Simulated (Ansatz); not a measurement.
# Ge2H4Cl2: up Jacob's ladder to CCSD(T)

An exercise on one series of results from a longer session: the logs are not shown, and one member is left open.

Computed with Ansatz 0.2.0, Gaussian basis. Level: functionals in def2-TZVPP, the program's frozen cores in correlated methods.

The runs, in order: LDA (SPW92), PBE-D4, revPBE-D4, BLYP-D4, r2SCAN-D4, B97M-V, PBE0-D4, B3LYP-D4, r2SCANh-D4, r2SCAN0-D4, HSE06-D4, BHLYP-D4, CAM-B3LYP-D4, LC-ωPBE, ωB97X-V, ωB97M-V, B2PLYP, PBE-QIDH; CCSD(T)/def2-SVP; CCSD(T)/def2-TZVPP; MP2/def2-QZVPP; extrapolation to the limit; RPA on PBE.

## Structure used throughout

The geometry comes from an earlier relaxation with PBE0-D4 in a triple-zeta def2 set; it is a stationary point, not always the lowest conformer.

SMILES `[Cl][GeH2][GeH2][Cl]`, 8 atoms, charge 0, spin multiplicity 1.

Atoms are counted from 1 here; the program's logs count them from 0.

Bond lengths: Cl1–Ge2 2.158 Å, Ge2–Ge3 2.428 Å, Ge2–H5 1.537 Å, Ge2–H6 1.534 Å, Ge3–Cl4 2.158 Å, Ge3–H7 1.534 Å, Ge3–H8 1.537 Å. Angles: Cl1–Ge2–Ge3 106.6°, Cl1–Ge2–H5 106.7°, Cl1–Ge2–H6 107.2°, Ge3–Ge2–H5 112.7°, Ge3–Ge2–H6 112.1°, H5–Ge2–H6 111.1°, Ge2–Ge3–Cl4 106.6°, Ge2–Ge3–H7 112.1°, Ge2–Ge3–H8 112.7°, Cl4–Ge3–H7 107.2°, Cl4–Ge3–H8 106.7°, H7–Ge3–H8 111.1°.

Set-up of the first run:

Contents of in.yaml:

```yaml
crystal:
  periodic: [false, false, false]
  atoms:
    - {symbol: Cl, position_ang: [-1.410893, 1.875451, -1.248571]}
    - {symbol: Ge, position_ang: [-0.206364, 1.133851, 0.380894]}
    - {symbol: Ge, position_ang: [0.215247, -1.212549, -0.080996]}
    - {symbol: Cl, position_ang: [1.567932, -1.275553, -1.760995]}
    - {symbol: H, position_ang: [-1.020282, 1.349046, 1.667050]}
    - {symbol: H, position_ang: [1.086205, 1.959639, 0.401585]}
    - {symbol: H, position_ang: [-1.059470, -1.957593, -0.496984]}
    - {symbol: H, position_ang: [0.919727, -1.929393, 1.082117]}
basis:
  gaussian: {orbitals: def2-TZVPP}
hamiltonian: {xc: lda}
output: {orbitals: {seedname: orbitals}}
```

The run is started by

```console
ansatz run in.yaml --threads 4 --pin off --events-out ev --progress --plain --max-ram 10444MiB
```

Among the steps run: LDA; PBE-D4 (GGA); revPBE-D4 (GGA); BLYP-D4 (GGA); r2SCAN-D4 (meta-GGA); B97M-V (meta-GGA); PBE0-D4 (hybrid); B3LYP-D4 (hybrid); r2SCANh-D4 (hybrid); r2SCAN0-D4 (hybrid); HSE06-D4 (hybrid); BHLYP-D4 (hybrid); CAM-B3LYP-D4 (range-separated); LC-ωPBE (range-separated); ωB97X-V (range-separated); ωB97M-V (range-separated); B2PLYP (double hybrid); PBE-QIDH (double hybrid).

One table of the session follows, with a row left open; its other results are not shown here.

It belongs to the step «Orbital energies across the functionals». 

| functional | HOMO (eV) | gap (eV) |
| --- | --- | --- |
| LDA (SPW92) | -7.03 | 4.97 |
| PBE-D4 | -6.92 | 5.13 |
| revPBE-D4 | -6.88 | 5.20 |
| BLYP-D4 | -6.78 | 5.11 |
| r2SCAN-D4 | -7.24 | 5.66 |
| B97M-V | -7.36 | 5.77 |
| PBE0-D4 | -8.12 | 7.16 |
| B3LYP-D4 | -7.90 | 6.73 |
| r2SCANh-D4 | -7.67 | 6.39 |
| r2SCAN0-D4 | -8.32 | 7.48 |
| HSE06-D4 | -7.73 | 6.40 |
| BHLYP-D4 | -9.18 | 9.15 |
| CAM-B3LYP-D4 | -9.37 | 9.46 |
| LC-ωPBE | -10.68 | 11.93 |
| ωB97X-V | ? | ? |
| ωB97M-V | -10.16 | 11.09 |

Estimate the missing values for ωB97X-V.

As computed: HOMO (eV): -10.36; gap (eV): 11.47. In the column «HOMO (eV)» it lies between LC-ωPBE (-10.68) and ωB97M-V (-10.16).
